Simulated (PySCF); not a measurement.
# C2H3IO (acetyl iodide): levels of theory compared

We compute a comparison of 6 runs (HF/STO-3G, HF/3-21G, HF/def2-SVP, TPSS/STO-3G, B3LYP/def2-SVP, TPSS/def2-TZVP) of C2H3IO (acetyl iodide). Input form: a Python script.

The calculation is run with PySCF 2.14.0.

## 1. The system as given

C2H3IO has 7 atoms, charge 0, and is taken as a singlet. As SMILES, `CC(=O)I`. The coordinates come from a GFN2-xTB relaxation.

Bond lengths: C1–C2 1.481 Å, C2–O3 1.178 Å, C2–I4 2.189 Å, C1–H5 1.089 Å, C1–H6 1.089 Å, C1–H7 1.089 Å. Angles: C1–C2–O3 129.5°, C1–C2–I4 111.5°, O3–C2–I4 118.9°, C2–C1–H5 109.8°, C2–C1–H6 109.7°, C2–C1–H7 109.9°, H5–C1–H6 109.9°, H5–C1–H7 110.0°, H6–C1–H7 107.5°.

## 2. Energy and forces at HF/STO-3G (run 1)

The input, start.xyz:

```xyz
7

C      0.271890     0.643780     0.163460
C     -0.023660    -0.799010     0.011940
O      0.557200    -1.731440     0.436600
I     -1.819540    -1.129340    -1.194910
H      1.160660     0.775910     0.779260
H      0.430550     1.090440    -0.817360
H     -0.577100     1.149660     0.621010
```

The input, run.py:

```python
import pyscf.grad
from pyscf import gto

mol = gto.M(
    atom='start.xyz',
    basis='sto-3g',
    max_memory=1860,
    verbose=4,
    charge=0,
)

hf = mol.RHF()
hf.conv_tol = 1e-10
hf.kernel()
if not hf.converged:
    hf = hf.newton().run(hf.mo_coeff, hf.mo_occ)

e_tot = hf.e_tot
print('Final energy', e_tot)
grad = hf.Gradients().kernel()
hf.analyze()
```

Started as:

```bash
$ OMP_NUM_THREADS=1 python run.py
```

Standard output:

```text
PySCF version 2.14.0

[... 79 lines left out ...]
Total Energy =                       -7001.071172052420479
[... 11 lines left out ...]
MO #5   energy= -168.429015702713  occ= 2
[... 9 lines left out ...]
MO #15  energy= -20.3567461825689  occ= 2
[... 9 lines left out ...]
MO #25  energy= -1.93711765015069  occ= 2
[... 9 lines left out ...]
MO #35  energy= -0.478847460814649 occ= 2
[... 9 lines left out ...]
MO #45  energy= 0.997193777826536  occ= 0
[... 55 lines left out ...]
Dipole moment(X, Y, Z, Debye):  1.24901,  2.13314,  0.77203
```

Wall time 6 s (1 thread of Intel Xeon at 2.70GHz, shared host); peak memory 0.12 GiB.

## 3. Energy and gradient at HF/3-21G (run 2)

The input, run.py:

```python
import pyscf.grad
from pyscf import gto

system = gto.M(
    atom='''
C      0.513798     1.216568     0.308895
C     -0.044711    -1.509910     0.022563
O      1.052955    -3.271947     0.825054
I     -3.438432    -2.134143    -2.258053
H      2.193330     1.466257     1.472588
H      0.813622     2.060633    -1.544587
H     -1.090561     2.172543     1.173539
''',
    verbose=3,
    max_memory=1860,
    unit='bohr',
    basis='3-21g',
)

mf = system.RHF()
mf.conv_tol = 1e-10
mf.kernel()
if not mf.converged:
    mf = mf.newton().run(mf.mo_coeff, mf.mo_occ)

e_final = mf.e_tot
print('E(%s) = %.9f' % ('HF', e_final))
grad = mf.Gradients().kernel()
mf.analyze()
```

Started as:

```bash
$ OMP_NUM_THREADS=1 python run.py
```

Standard output:

```text
converged SCF energy = -7038.78665206486
[... 20 lines left out ...]
MO #9   energy= -32.6992762597207  occ= 2
[... 10 lines left out ...]
MO #20  energy= -5.36410610437638  occ= 2
[... 10 lines left out ...]
MO #31  energy= -0.673634054331775 occ= 2
[... 10 lines left out ...]
MO #42  energy= 0.299278498942338  occ= 0
[... 10 lines left out ...]
MO #53  energy= 1.04007379566652   occ= 0
[... 10 lines left out ...]
MO #64  energy= 3.47130271269362   occ= 0
[... 8 lines left out ...]
Dipole moment(X, Y, Z, Debye):  0.68892,  3.15088,  0.35649
```

Run time: 3.9 s. Hardware: 1 thread of Intel Xeon at 2.70GHz, shared host; peak memory 0.14 GiB.

Runs 3 to 4 aren't shown in full; the table further down has their settings and results.

## 4. Energy and gradient at B3LYP/def2-SVP (core potential) (run 5)

The input, job.py:

```python
import pyscf.grad
from pyscf import gto, dft

mol = gto.M(
    atom='''
C        0.271890       0.643780       0.163460
C       -0.023660      -0.799010       0.011940
O        0.557200      -1.731440       0.436600
I       -1.819540      -1.129340      -1.194910
H        1.160660       0.775910       0.779260
H        0.430550       1.090440      -0.817360
H       -0.577100       1.149660       0.621010
''',
    basis='def2-svp',
    verbose=3,
    ecp={'I': 'def2-svp'},
    max_memory=1860,
    charge=0,
)

calc0 = dft.RKS(mol, xc='b3lyp')
calc0.grids.level = 5
calc0.conv_tol = 1e-10
calc0.kernel()
if not calc0.converged:
    calc0 = calc0.newton().run(calc0.mo_coeff, calc0.mo_occ)

energy = calc0.e_tot
print('E = %.10f Eh' % energy)
grad = calc0.Gradients().kernel()
dip = calc0.dip_moment()
pop, q = calc0.mulliken_pop()
```

Started as:

```bash
$ OMP_NUM_THREADS=1 python job.py
```

Standard output:

```text
converged SCF energy = -450.923246097338
[... 11 lines left out ...]
Dipole moment(X, Y, Z, Debye):  0.68680,  2.63120,  0.37218
[... 91 lines left out ...]
charge of    6H =      0.06471
```

It took 29 s on 1 thread of Intel Xeon at 2.70GHz, shared host; peak memory 0.81 GiB.

## 5. Energy and forces at TPSS/def2-TZVP (core potential) (run 6)

The input, run.py:

```python
# acetyl iodide
import pyscf.grad
from pyscf import gto, dft

mol = gto.M(
    atom='''
C      0.271890     0.643780     0.163460
C     -0.023660    -0.799010     0.011940
O      0.557200    -1.731440     0.436600
I     -1.819540    -1.129340    -1.194910
H      1.160660     0.775910     0.779260
H      0.430550     1.090440    -0.817360
H     -0.577100     1.149660     0.621010
''',
    verbose=4,
    basis='def2-tzvp',
    spin=0,
    ecp={'I': 'def2-svp'},
    max_memory=1860,
    charge=0,
)

mf = dft.RKS(mol, xc='tpss')
mf.grids.level = 5
mf.conv_tol = 1e-10
mf.kernel()
if not mf.converged:
    mf = mf.newton().run(mf.mo_coeff, mf.mo_occ)

energy = mf.e_tot
print('E = %.10f Eh' % energy)
grad = mf.Gradients().kernel()
mf.analyze()
```

Started as:

```bash
$ OMP_NUM_THREADS=1 python run.py
```

Standard output:

```text
PySCF version 2.14.0

[... 127 lines left out ...]
MO #17  energy= -0.446897557967905 occ= 2
[... 28 lines left out ...]
MO #46  energy= 0.382858430301329  occ= 0
[... 28 lines left out ...]
MO #75  energy= 1.30873212100543   occ= 0
[... 28 lines left out ...]
MO #104 energy= 2.59885030095972   occ= 0
[... 28 lines left out ...]
MO #133 energy= 3.8780728570709    occ= 0
[... 29 lines left out ...]
WARN: Weak orthogonality for localized orbitals 6.970406175970385e-09
[... 172 lines left out ...]
Dipole moment(X, Y, Z, Debye):  0.79368,  2.62270,  0.44649
```

Wall time 2.4 min (1 thread of Intel Xeon at 2.70GHz, shared host); peak memory 2 GiB.

## 6. All runs side by side

```csv
run,level,core potential,integration grid,energy (Eh),dipole moment (D),HOMO energy (eV),LUMO energy (eV),wall time
1,HF/STO-3G,–,–,-7001.071172,2.59,-7.47,7.10,6 s
2,HF/3-21G,–,–,-7038.786652,3.24,-9.99,2.86,3.9 s
3,HF/def2-SVP (core potential),def2-svp,–,-448.873704,3.06,-10.13,2.70,8.1 s
4,TPSS/STO-3G,–,5,-7003.820530,2.50,-3.68,0.59,23 s
5,B3LYP/def2-SVP (core potential),def2-svp,5,-450.923246,2.74,-7.09,-1.33,29 s
6,TPSS/def2-TZVP (core potential),def2-svp,5,-450.931043,2.78,-6.40,-2.24,2.4 min
```

## 7. Summary of results

```
                       quantity          value
            run 6: total energy  -450.93104 Eh
           run 6: dipole moment         2.78 D
             run 6: HOMO energy       -6.40 eV
             run 6: LUMO energy       -2.24 eV
           run 6: HOMO–LUMO gap        4.16 eV
run 6: largest force on an atom     1.078 eV/Å
```

What this shows: The dipole moment (its size) runs from 2.50 D (TPSS/STO-3G) to 3.24 D (HF/3-21G). The two ends differ in method and basis. The HOMO–LUMO gap runs from 4.16 eV (TPSS/def2-TZVP) to 14.58 eV (HF/STO-3G). The two ends differ in method and basis and core potential. Totals of different functionals can't be ranked against each other. Some runs of one species differ in core potentials or relativity; totals across that change don't compare. In runs 1, 4 the basis is minimal, so the values are rough. In runs 1, 2, 4 relativity is left out where basis or elements ask for it. All runs together took 3.6 min, the longest 2.4 min.
